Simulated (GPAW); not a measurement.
The system is HPbNO4.

```
H Pb N O
1.0
     4.27531   -0.00040    0.00636
    -2.08399    5.20775   -0.04907
    -2.12377   -1.86574    4.91491
H Pb N O
1 1 1 4
Direct
  0.99073 0.03330 0.90994
  0.50274 0.81989 0.14287
  0.00838 0.47408 0.50265
  0.99816 0.92741 0.02877
  0.19467 0.73435 0.60852
  0.81673 0.35882 0.24556
  0.01381 0.33121 0.65217
```

The cell was built by a generator and needn't be a form met in nature.

Program: GPAW 26.7.0. Alike in all runs: task band structure; no spin polarisation; cell as given; k mesh 6 × 4 × 4; cutoff (eV) 800; smearing fermi-dirac 0.05 eV.

Problem. Order these runs on this cell by their band gap on the k mesh, lowest first.
A. level BLYP; potentials or basis PAW data sets generated in the run's folder for this functional, pw; eigensolver davidson
B. level SCAN; potentials or basis GPAW PAW data sets (gpaw-data 1.2.1), pw
C. level GLLB-SC; potentials or basis the program's PAW data sets (release 1.2.1) made for this functional, pw

Solution. A (2.83 eV), B (3.15 eV), C (4.35 eV).

Caveats: spin-orbit coupling is left out, which as a rule narrows the gap of such compounds by several tenths of an eV; the GLLB-SC gap is the Kohn-Sham gap of the path plus the derivative discontinuity (some runs); a model potential gives levels but no total energy (some runs).

A k mesh can miss the band edges.
